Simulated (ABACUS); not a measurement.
NaTb2Sc2FeO9:

```
Na Tb Sc Fe O
1.0
     5.51552    0.00000    0.00000
    -2.75776    4.77658    0.00000
     0.00000    0.00000    7.15206
Na Tb Sc Fe O
1 2 2 1 9
Direct
  0.33333 0.66667 0.87937
  0.66667 0.33333 0.24251
  0.00000 0.00000 0.58367
  0.66667 0.33333 0.68018
  0.00000 0.00000 0.01334
  0.33333 0.66667 0.32408
  0.49989 0.99979 0.47080
  0.84457 0.68914 0.81328
  0.17537 0.35073 0.18001
  0.49989 0.50011 0.47080
  0.84457 0.15543 0.81328
  0.17537 0.82463 0.18001
  0.00021 0.50011 0.47080
  0.31086 0.15543 0.81328
  0.64927 0.82463 0.18001
```

The cell was built by a generator and needn't be a form met in nature.

Base run:

| Item | Value |
| --- | --- |
| Program | ABACUS 3.10.1 |
| Functional | PBEsol |
| Potentials or basis | PseudoDojo NC SR 0.4.1 PBE standard, lanthanides 3+ (f in core) |
| Cutoff | 1361 eV |
| Density cutoff | 5442 eV |
| Basis | DZP LCAO (the cutoffs set its grid) |
| k mesh | 6 × 6 × 4 |
| Occupations | fermi-dirac, width 0.05 eV |
| Spin | collinear spin, ferromagnetic start |
| Starting moments | [0.0, 0.0, 0.0, 0.0, 0.0, 3.0, 0.0, 0.0, 0.0, 0.0, 0.0, 0.0, 0.0, 0.0, 0.0] μB |

Its results: band gap on the k mesh none (metal or under the smearing width); net moment 2.98 μB per cell; site moments Na +0.01; Tb +0.04, +0.00; Sc -0.00, +0.00; Fe +2.48; O +0.03, +0.01, +0.10, +0.11 μB; largest force 0.571 eV/Å.

Q: The run is repeated on the same cell with these changes: functional from PBEsol to PBE. What comes out?

A: Band gap on the k mesh 0.06 eV, indirect (least direct gap 0.25 eV); net moment 2.98 μB per cell; site moments Na +0.00; Tb +0.03, +0.00; Sc -0.00, +0.01; Fe +2.53; O +0.03, +0.01, +0.09, +0.10 μB; largest force 0.582 eV/Å.

Caveats: the atomic orbitals were generated for these runs and aren't a published set; the magnetic or orbital state may not be the lowest; spin-orbit coupling is left out, which moves the levels of the heavy elements; the 4f electrons are frozen in the core as for a trivalent ion, so they carry no moment and show no levels; the basis of atomic orbitals isn't converged, which shifts pressures, moduli and gaps; a cell with one magnetic atom can't hold antiferromagnetic order, which such compounds often take.

A k mesh can miss the band edges.
